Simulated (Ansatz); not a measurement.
# CH₃Br (triplet): the correlation ladder at distance Br1–H2 along a hydrogen transfer = 2.080 Å, cc-pVDZ

One table from this session's results is given with a row withheld; the runs are named, their logs left out.

Computed with Ansatz 0.2.0, Gaussian basis. Level: cc-pVDZ, core rule «outside noble gas», up to 15 orbitals frozen.

Plan: UHF; CCSD(T) on ROHF; CCSD(T) on UHF; BCCD(T) on ROHF; CISD; CCSDT(Q) on ROHF; CCSDT(Q) on UHF; CASSCF and MRCISD+Q, 4 electrons in 4 orbitals; CASSCF and NEVPT2, 4 electrons in 4 orbitals; CASSCF and MRCISD+Q, 14 electrons in 11 orbitals; CASSCF and NEVPT2, 14 electrons in 11 orbitals.

8 further runs of the same task are left out: 1 for a mislabelled method, 7 that didn't finish.

**The geometry**

The geometry derives from fragments relaxed apart (PBE0/def2-TZVP) and kept rigid, so it is no stationary point. A hydrogen atom is moved between rigid fragments. No spin-orbit coupling is included. The filled d shell of Br may be among the frozen orbitals whatever the setting's name suggests; the logs give the count.

5 atoms, charge 0, spin multiplicity 3.

Atoms are counted from 1 here; the program's logs count them from 0.

Bond lengths: H2–C3 1.090 Å, C3–H4 1.079 Å, C3–H5 1.079 Å. Angles: H2–C3–H4 112.6°, H2–C3–H5 112.6°, H4–C3–H5 134.8°.

Geometry (Å):

```
Br   -0.4992    0.0000    0.0000
H     1.5808    0.0000    0.0000
C     2.6708    0.0000    0.0000
H     3.0852    0.0000    0.9962
H     3.0852    0.0000   -0.9962
```

Set-up of the first run:

Contents of in.yaml:

```yaml
crystal:
  periodic: [false, false, false]
  atoms:
    - {symbol: Br, position_ang: [-0.499231, 0.000000, 0.000000]}
    - {symbol: H, position_ang: [1.580769, 0.000000, 0.000000]}
    - {symbol: C, position_ang: [2.670769, 0.000000, 0.000000]}
    - {symbol: H, position_ang: [3.085237, 0.000000, 0.996161]}
    - {symbol: H, position_ang: [3.085237, 0.000000, -0.996161]}
basis:
  gaussian: {orbitals: cc-pVDZ}
magnetization: {spin_polarized: true, initial_magnetization: 2}
hamiltonian: {xc: hf}
output: {orbitals: {seedname: orbitals}}
```

On the command line:

```console
ansatz run in.yaml --threads 1 --pin off --events-out ev --progress --plain --max-ram 2393MiB
```

Among the steps run: UHF; CCSD(T) on ROHF; CCSD(T) on UHF; BCCD(T) on ROHF; CISD; CCSDT(Q) on ROHF; CCSDT(Q) on UHF; CASSCF and MRCISD+Q, 4 electrons in 4 orbitals; CASSCF and NEVPT2, 4 electrons in 4 orbitals; CASSCF and MRCISD+Q, 14 electrons in 11 orbitals; CASSCF and NEVPT2, 14 electrons in 11 orbitals.

One of the session's tables, all rows but one given; the rest of the session is left out.

It belongs to the step «Misses and costs». 

```
          method  from UCCSDT(Q) (meV)
            ROHF               +7486.7
             UHF               +7247.3
            RMP2               +1112.2
            UMP2               +1126.7
            CISD                +716.1
           RCCSD                +141.8
           UCCSD                +135.9
        RCCSD(T)                 +27.2
        UCCSD(T)                 +24.9
         BCCD(T)                 +27.5
          RCCSDT                 +10.5
          UCCSDT                  +7.9
       RCCSDT(Q)                  +2.5
       UCCSDT(Q)                     0
  CASSCF valence                     ?
  NEVPT2 valence               +1372.2
  MRCISD valence                +452.2
MRCISD+Q valence                 +20.0
```

Q: Estimate the row for CASSCF valence from the others.

As computed: from UCCSDT(Q) (meV): +5824.2. In the column «from UCCSDT(Q) (meV)» it lies between NEVPT2 valence (+1372.2) and UHF (+7247.3).

Left out of the table: CASSCF pair, NEVPT2 pair, MRCISD pair, MRCISD+Q pair (the active space lost an orbital or holds another state than full CI finds).

To keep in mind: Restricted and unrestricted rows rest on different reference determinants; where their highest levels disagree by more than a few hundredths of an eV, they describe different states and don't form one ladder. Warnings in the runs' records: passed over end.
